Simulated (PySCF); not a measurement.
**A gas-phase reaction: H2O2Zn + H2 → H2OZn + H2O**

Aim: the reaction energy of `[OH][Zn][OH]` + `[H][H]` → `[OH][ZnH]` + `O`.

Programs: PySCF 2.14.0. All values are calculated, for the isolated system unless a continuum is named. Atoms count from 0, parts from 1.

## (1) The system as given

Each species was relaxed by itself at PBE0-D3(BJ)/def2-SVPD.

## (2) Energies of the species: wB97M-D3(BJ)/def2-TZVPD

Job settings and geometry (Å):

```
{"job": {"kind": "react", "xc": "wB97M-D3(BJ)", "basis": "def2-TZVPD"}, "charge": 0, "multiplicity": 1}
-1 H2O2Zn charge 0 multiplicity 1
O     -0.185910     1.663120     0.672710
Zn     0.000950    -0.039740     0.209750
O      0.188740    -1.793310     0.014270
H     -0.243960     2.322360    -0.022390
H      0.240160    -2.152430    -0.874350

-1 H2 charge 0 multiplicity 1
H      0.380260    -0.002310    -0.004980
H     -0.380260     0.002310     0.004980

+1 H2OZn charge 0 multiplicity 1
O     -0.102540     1.027040    -0.525720
Zn    -0.037080    -0.659550     0.049500
H      0.159900     1.755650     0.039850
H     -0.020280    -2.123140     0.436380

+1 H2O charge 0 multiplicity 1
O     -0.002260     0.389310    -0.008230
H     -0.761740    -0.199070     0.004860
H      0.764030    -0.190200     0.003350
```

Method: wB97M-D3(BJ)/def2-TZVPD reaction energy of separated species, gas phase.

Run with:

```
$ OMP_NUM_THREADS=1 python cluster_run.py task.json out
```

One launch serves the whole session: the jobs run in the order shown.

Output:

```text
species 1 (H2O2Zn)
coarse grid: 22744 points
cycle   1  E = -1930.9719279700  dE = -1.724e-01  |g| = 1.280e+00  |ddm| = 1.964e+00
cycle   2  E = -1930.7593213455  dE =  2.126e-01  |g| = 1.992e+00  |ddm| = 2.045e+00
cycle   3  E = -1931.2083302811  dE = -4.490e-01  |g| = 1.166e-01  |ddm| = 1.037e+00
cycle   4  E = -1931.2096711078  dE = -1.341e-03  |g| = 7.234e-02  |ddm| = 7.513e-02
cycle   5  E = -1931.2102430466  dE = -5.719e-04  |g| = 1.086e-02  |ddm| = 3.997e-02
cycle   6  E = -1931.2102933846  dE = -5.034e-05  |g| = 2.325e-03  |ddm| = 1.994e-02
cycle   7  E = -1931.2102980350  dE = -4.650e-06  |g| = 1.043e-03  |ddm| = 7.019e-03
final grid: 46200 points
cycle   8  E = -1931.2102026941  dE = -3.221e-07  |g| = 1.051e-03  |ddm| = 2.229e-03
cycle   9  E = -1931.2102026447  dE =  4.939e-08  |g| = 1.756e-03  |ddm| = 9.208e-04
cycle  10  E = -1931.2102028414  dE = -1.967e-07  |g| = 1.158e-04  |ddm| = 4.718e-04
cycle  11  E = -1931.2102028492  dE = -7.792e-09  |g| = 1.021e-04  |ddm| = 2.259e-04
cycle  12  E = -1931.2102028524  dE = -3.177e-09  |g| = 1.120e-05  |ddm| = 2.142e-04
cycle  13  E = -1931.2102028524  dE = -2.865e-11  |g| = 1.146e-06  |ddm| = 1.378e-05
converged SCF energy = -1931.2102028524

species 2 (H2)
coarse grid: 4944 points
cycle   1  E = -1.1694185795  dE = -2.751e-01  |g| = 9.865e-03  |ddm| = 4.504e-01
cycle   2  E = -1.1694528243  dE = -3.424e-05  |g| = 1.161e-03  |ddm| = 9.676e-03
cycle   3  E = -1.1694535065  dE = -6.822e-07  |g| = 1.815e-04  |ddm| = 1.918e-03
final grid: 10744 points
cycle   4  E = -1.1694520924  dE = -2.408e-08  |g| = 4.115e-05  |ddm| = 3.871e-04
cycle   5  E = -1.1694520936  dE = -1.271e-09  |g| = 9.631e-06  |ddm| = 9.177e-05
cycle   6  E = -1.1694520937  dE = -7.532e-11  |g| = 3.020e-07  |ddm| = 2.873e-05
converged SCF energy = -1.1694520937

species 3 (H2OZn)
coarse grid: 17568 points
cycle   1  E = -1855.7352482020  dE = -2.843e-01  |g| = 1.087e+00  |ddm| = 1.412e+00
cycle   2  E = -1855.5402788404  dE =  1.950e-01  |g| = 1.754e+00  |ddm| = 1.394e+00
cycle   3  E = -1855.9048148208  dE = -3.645e-01  |g| = 5.048e-02  |ddm| = 7.859e-01
cycle   4  E = -1855.9054342296  dE = -6.194e-04  |g| = 3.993e-02  |ddm| = 6.233e-02
cycle   5  E = -1855.9056036208  dE = -1.694e-04  |g| = 1.594e-02  |ddm| = 2.385e-02
cycle   6  E = -1855.9056480911  dE = -4.447e-05  |g| = 1.612e-03  |ddm| = 1.232e-02
cycle   7  E = -1855.9056496398  dE = -1.549e-06  |g| = 6.800e-04  |ddm| = 3.341e-03
final grid: 34992 points
cycle   8  E = -1855.9055501290  dE = -7.771e-08  |g| = 7.109e-04  |ddm| = 1.046e-03
cycle   9  E = -1855.9055500851  dE =  4.390e-08  |g| = 1.173e-03  |ddm| = 5.532e-04
cycle  10  E = -1855.9055501840  dE = -9.890e-08  |g| = 6.891e-05  |ddm| = 3.078e-04
cycle  11  E = -1855.9055501854  dE = -1.386e-09  |g| = 4.987e-05  |ddm| = 6.043e-05
cycle  12  E = -1855.9055501861  dE = -7.497e-10  |g| = 6.930e-06  |ddm| = 8.686e-05
converged SCF energy = -1855.9055501861

species 4 (H2O)
coarse grid: 10128 points
cycle   1  E = -76.4117499374  dE = -7.454e-02  |g| = 5.872e-01  |ddm| = 8.994e-01
cycle   2  E = -76.4087426189  dE =  3.007e-03  |g| = 6.461e-01  |ddm| = 5.038e-01
cycle   3  E = -76.4759335897  dE = -6.719e-02  |g| = 2.731e-02  |ddm| = 2.374e-01
cycle   4  E = -76.4760587931  dE = -1.252e-04  |g| = 5.497e-03  |ddm| = 1.609e-02
cycle   5  E = -76.4760674699  dE = -8.677e-06  |g| = 8.214e-04  |ddm| = 5.831e-03
final grid: 21952 points
cycle   6  E = -76.4760630251  dE = -1.975e-07  |g| = 5.843e-04  |ddm| = 1.373e-03
cycle   7  E = -76.4760630319  dE = -6.842e-09  |g| = 6.466e-04  |ddm| = 6.469e-04
cycle   8  E = -76.4760630956  dE = -6.363e-08  |g| = 3.199e-05  |ddm| = 2.236e-04
cycle   9  E = -76.4760630964  dE = -8.225e-10  |g| = 4.134e-06  |ddm| = 1.105e-04
converged SCF energy = -76.4760630964

Reaction energy = -1.045 kcal/mol
```

Run time: 19 s. Hardware: 1 thread of Arm Neoverse N1, shared host; peak memory 0.53 GiB.

Species by species (with the dispersion term, which the log's SCF energies lack):

| ν | species | energy (Eh) | HOMO (eV) |
| --- | --- | --- | --- |
| -1 | [OH][Zn][OH] | -1931.21282 | -10.75 |
| -1 | [H][H] | -1.16967 | -14.48 |
| +1 | [OH][ZnH] | -1855.90733 | -10.81 |
| +1 | O | -76.47682 | -11.72 |

## (3) Energies of the species: PBE0-D3(BJ)/def2-TZVPD

Same as in step 2 but for these lines:

```diff
@@ -1,2 +1,2 @@
-{"job": {"kind": "react", "xc": "wB97M-D3(BJ)", "basis": "def2-TZVPD"}, "charge": 0, "multiplicity": 1}
+{"job": {"kind": "react", "xc": "PBE0", "basis": "def2-TZVPD", "disp": "d3bj"}, "charge": 0, "multiplicity": 1}
 -1 H2O2Zn charge 0 multiplicity 1
```

With the program's defaults for keys left out, this is: PBE0-D3(BJ)/def2-TZVPD reaction energy of separated species, gas phase.

Output:

```text
species 1 (H2O2Zn)
coarse grid: 22744 points
cycle   1  E = -1930.4324049370  dE = -3.814e-02  |g| = 1.458e+00  |ddm| = 2.080e+00
cycle   2  E = -1929.2879888856  dE =  1.144e+00  |g| = 3.090e+00  |ddm| = 3.090e+00
cycle   3  E = -1930.7384074644  dE = -1.450e+00  |g| = 1.053e-01  |ddm| = 2.202e+00
cycle   4  E = -1930.7377779245  dE =  6.295e-04  |g| = 1.571e-01  |ddm| = 1.423e-01
cycle   5  E = -1930.7405149737  dE = -2.737e-03  |g| = 1.015e-02  |ddm| = 6.192e-02
cycle   6  E = -1930.7405305289  dE = -1.556e-05  |g| = 4.855e-03  |ddm| = 1.237e-02
cycle   7  E = -1930.7405333393  dE = -2.810e-06  |g| = 3.626e-04  |ddm| = 2.891e-03
final grid: 46200 points
cycle   8  E = -1930.7405236300  dE = -2.852e-08  |g| = 3.771e-04  |ddm| = 9.363e-04
cycle   9  E = -1930.7405236037  dE =  2.623e-08  |g| = 5.992e-04  |ddm| = 5.802e-04
cycle  10  E = -1930.7405236475  dE = -4.380e-08  |g| = 5.342e-05  |ddm| = 2.947e-04
cycle  11  E = -1930.7405236480  dE = -4.388e-10  |g| = 8.603e-06  |ddm| = 4.026e-05
converged SCF energy = -1930.7405236480

species 2 (H2)
coarse grid: 1240 points
cycle   1  E = -1.1670610179  dE = -2.327e-01  |g| = 2.266e-02  |ddm| = 4.588e-01
cycle   2  E = -1.1672484606  dE = -1.874e-04  |g| = 3.233e-03  |ddm| = 1.896e-02
cycle   3  E = -1.1672529167  dE = -4.456e-06  |g| = 9.769e-05  |ddm| = 2.761e-03
final grid: 10744 points
cycle   4  E = -1.1681371934  dE = -1.931e-06  |g| = 2.742e-04  |ddm| = 1.573e-03
cycle   5  E = -1.1681372217  dE = -2.830e-08  |g| = 3.990e-05  |ddm| = 2.446e-04
cycle   6  E = -1.1681372223  dE = -6.322e-10  |g| = 1.266e-06  |ddm| = 3.106e-05
converged SCF energy = -1.1681372223

species 3 (H2OZn)
coarse grid: 17568 points
cycle   1  E = -1855.3353652179  dE = -2.255e-01  |g| = 1.216e+00  |ddm| = 1.531e+00
cycle   2  E = -1854.2439468966  dE =  1.091e+00  |g| = 2.836e+00  |ddm| = 2.355e+00
cycle   3  E = -1855.5142638688  dE = -1.270e+00  |g| = 3.211e-01  |ddm| = 1.863e+00
cycle   4  E = -1855.5237721720  dE = -9.508e-03  |g| = 2.227e-01  |ddm| = 2.449e-01
cycle   5  E = -1855.5293865521  dE = -5.614e-03  |g| = 1.752e-02  |ddm| = 7.853e-02
cycle   6  E = -1855.5294585512  dE = -7.200e-05  |g| = 4.892e-03  |ddm| = 1.555e-02
cycle   7  E = -1855.5294627666  dE = -4.215e-06  |g| = 3.706e-04  |ddm| = 3.162e-03
final grid: 34992 points
cycle   8  E = -1855.5294409332  dE = -3.482e-08  |g| = 2.599e-04  |ddm| = 7.683e-04
cycle   9  E = -1855.5294409277  dE =  5.504e-09  |g| = 3.709e-04  |ddm| = 3.017e-04
cycle  10  E = -1855.5294409412  dE = -1.354e-08  |g| = 8.247e-05  |ddm| = 1.578e-04
cycle  11  E = -1855.5294409419  dE = -6.767e-10  |g| = 6.127e-06  |ddm| = 3.426e-05
converged SCF energy = -1855.5294409419

species 4 (H2O)
coarse grid: 2328 points
cycle   1  E = -76.3044313740  dE = -5.301e-03  |g| = 6.571e-01  |ddm| = 9.011e-01
cycle   2  E = -76.1882106911  dE =  1.162e-01  |g| = 1.036e+00  |ddm| = 7.256e-01
cycle   3  E = -76.3820315414  dE = -1.938e-01  |g| = 3.132e-02  |ddm| = 4.396e-01
cycle   4  E = -76.3822138448  dE = -1.823e-04  |g| = 5.864e-03  |ddm| = 1.606e-02
cycle   5  E = -76.3822189839  dE = -5.139e-06  |g| = 7.850e-04  |ddm| = 2.507e-03
final grid: 21952 points
cycle   6  E = -76.3808944448  dE = -1.509e-05  |g| = 3.446e-03  |ddm| = 9.310e-03
cycle   7  E = -76.3808924813  dE =  1.964e-06  |g| = 4.750e-03  |ddm| = 3.319e-03
cycle   8  E = -76.3808961936  dE = -3.712e-06  |g| = 2.519e-04  |ddm| = 1.964e-03
cycle   9  E = -76.3808962042  dE = -1.062e-08  |g| = 2.399e-05  |ddm| = 1.101e-04
cycle  10  E = -76.3808962043  dE = -1.116e-10  |g| = 3.292e-06  |ddm| = 1.515e-05
converged SCF energy = -76.3808962043

Reaction energy = -0.836 kcal/mol
```

Wall time 9.5 s (1 thread of Arm Neoverse N1, shared host); peak memory 0.52 GiB.

Reaction energy at this level: -0.84 kcal/mol.

## (4) Energies of the species: MP2/def2-TZVPD

Same as in step 3 but for these lines:

```diff
@@ -1,2 +1,2 @@
-{"job": {"kind": "react", "xc": "PBE0", "basis": "def2-TZVPD", "disp": "d3bj"}, "charge": 0, "multiplicity": 1}
+{"job": {"kind": "react", "xc": "MP2", "basis": "def2-TZVPD"}, "charge": 0, "multiplicity": 1}
 -1 H2O2Zn charge 0 multiplicity 1
```

With the program's defaults for keys left out, this is: MP2/def2-TZVPD reaction energy of separated species, gas phase.

Output:

```text
species 1 (H2O2Zn)
final grid: 46200 points
cycle   1  E = -1928.6682415278  dE = -3.590e-01  |g| = 8.205e-01  |ddm| = 1.933e+00
cycle   2  E = -1928.7242811395  dE = -5.604e-02  |g| = 7.117e-01  |ddm| = 1.010e+00
cycle   3  E = -1928.7891679019  dE = -6.489e-02  |g| = 8.295e-02  |ddm| = 3.188e-01
cycle   4  E = -1928.7899948800  dE = -8.270e-04  |g| = 4.234e-02  |ddm| = 6.456e-02
cycle   5  E = -1928.7902755707  dE = -2.807e-04  |g| = 8.300e-03  |ddm| = 3.890e-02
cycle   6  E = -1928.7903089939  dE = -3.342e-05  |g| = 2.364e-03  |ddm| = 1.513e-02
cycle   7  E = -1928.7903136558  dE = -4.662e-06  |g| = 6.391e-04  |ddm| = 5.965e-03
cycle   8  E = -1928.7903139491  dE = -2.932e-07  |g| = 1.432e-04  |ddm| = 1.202e-03
cycle   9  E = -1928.7903139636  dE = -1.458e-08  |g| = 4.172e-05  |ddm| = 2.743e-04
cycle  10  E = -1928.7903139650  dE = -1.327e-09  |g| = 1.057e-05  |ddm| = 1.257e-04
cycle  11  E = -1928.7903139651  dE = -8.959e-11  |g| = 2.201e-06  |ddm| = 4.183e-05
converged SCF energy = -1928.7903139651

species 2 (H2)
final grid: 10744 points
cycle   1  E = -1.1312981936  dE = -3.213e-01  |g| = 4.426e-02  |ddm| = 4.479e-01
cycle   2  E = -1.1322329826  dE = -9.348e-04  |g| = 7.183e-03  |ddm| = 3.751e-02
cycle   3  E = -1.1322676828  dE = -3.470e-05  |g| = 8.111e-04  |ddm| = 1.078e-02
cycle   4  E = -1.1322680978  dE = -4.150e-07  |g| = 2.771e-05  |ddm| = 1.627e-03
cycle   5  E = -1.1322680983  dE = -4.855e-10  |g| = 2.610e-06  |ddm| = 6.834e-05
converged SCF energy = -1.1322680983

species 3 (H2OZn)
final grid: 34992 points
cycle   1  E = -1853.7658056037  dE = -4.011e-01  |g| = 6.855e-01  |ddm| = 1.395e+00
cycle   2  E = -1853.8107380874  dE = -4.493e-02  |g| = 6.226e-01  |ddm| = 6.861e-01
cycle   3  E = -1853.8623816816  dE = -5.164e-02  |g| = 6.215e-02  |ddm| = 2.657e-01
cycle   4  E = -1853.8632331942  dE = -8.515e-04  |g| = 4.278e-02  |ddm| = 7.550e-02
cycle   5  E = -1853.8634769558  dE = -2.438e-04  |g| = 6.542e-03  |ddm| = 3.633e-02
cycle   6  E = -1853.8634908818  dE = -1.393e-05  |g| = 1.262e-03  |ddm| = 1.341e-02
cycle   7  E = -1853.8634916684  dE = -7.866e-07  |g| = 2.825e-04  |ddm| = 3.842e-03
cycle   8  E = -1853.8634917150  dE = -4.656e-08  |g| = 8.025e-05  |ddm| = 7.900e-04
cycle   9  E = -1853.8634917195  dE = -4.557e-09  |g| = 2.277e-05  |ddm| = 1.919e-04
cycle  10  E = -1853.8634917199  dE = -3.470e-10  |g| = 3.949e-06  |ddm| = 4.944e-05
converged SCF energy = -1853.8634917199

species 4 (H2O)
final grid: 21952 points
cycle   1  E = -76.0248945170  dE = -1.467e-01  |g| = 4.364e-01  |ddm| = 8.776e-01
cycle   2  E = -76.0503806105  dE = -2.549e-02  |g| = 2.594e-01  |ddm| = 2.972e-01
cycle   3  E = -76.0608896674  dE = -1.051e-02  |g| = 2.594e-02  |ddm| = 1.025e-01
cycle   4  E = -76.0610470267  dE = -1.574e-04  |g| = 5.694e-03  |ddm| = 1.523e-02
cycle   5  E = -76.0610613944  dE = -1.437e-05  |g| = 1.176e-03  |ddm| = 5.302e-03
cycle   6  E = -76.0610622841  dE = -8.897e-07  |g| = 2.235e-04  |ddm| = 1.658e-03
cycle   7  E = -76.0610623208  dE = -3.670e-08  |g| = 3.304e-05  |ddm| = 3.733e-04
cycle   8  E = -76.0610623215  dE = -6.656e-10  |g| = 4.159e-06  |ddm| = 3.886e-05
converged SCF energy = -76.0610623215

Reaction energy = 5.124 kcal/mol
```

Wall time 5.1 s (1 thread of Arm Neoverse N1, shared host); peak memory 0.43 GiB.

Reaction energy at this level: 5.12 kcal/mol.

## (5) Comparing the runs

Energies in kcal/mol, with wall time:

| run | reaction | time |
| --- | --- | --- |
| wB97M-D3(BJ)/def2-TZVPD | -1.05 | 19 s |
| PBE0-D3(BJ)/def2-TZVPD | -0.84 | 9.5 s |
| MP2/def2-TZVPD | 5.12 | 5.1 s |

## (6) What came out

```
                                                quantity                   value
               reaction energy (wB97M-D3(BJ)/def2-TZVPD)          -1.05 kcal/mol
                     ΔH, ΔG at 298 K (xTB thermal terms)     +1.6, +0.1 kcal/mol
range of the reaction energy over the runs of this table  -1.05 to 5.12 kcal/mol
```

In words: The reaction is endothermic by 1.6 kcal/mol in the gas phase; dispersion gives +0.18, and xTB itself gave -22.68 for the electronic energy (xTB energies and thermal terms come from the earlier relaxation of each species, not shown). No barrier was sought. xTB and this level differ widely in the electronic energy, so what comes from xTB (the thermal terms above all) is less safe here. The reaction energy runs from -1.05 (wB97M-D3(BJ)/def2-TZVPD) to 5.12 kcal/mol (MP2/def2-TZVPD).
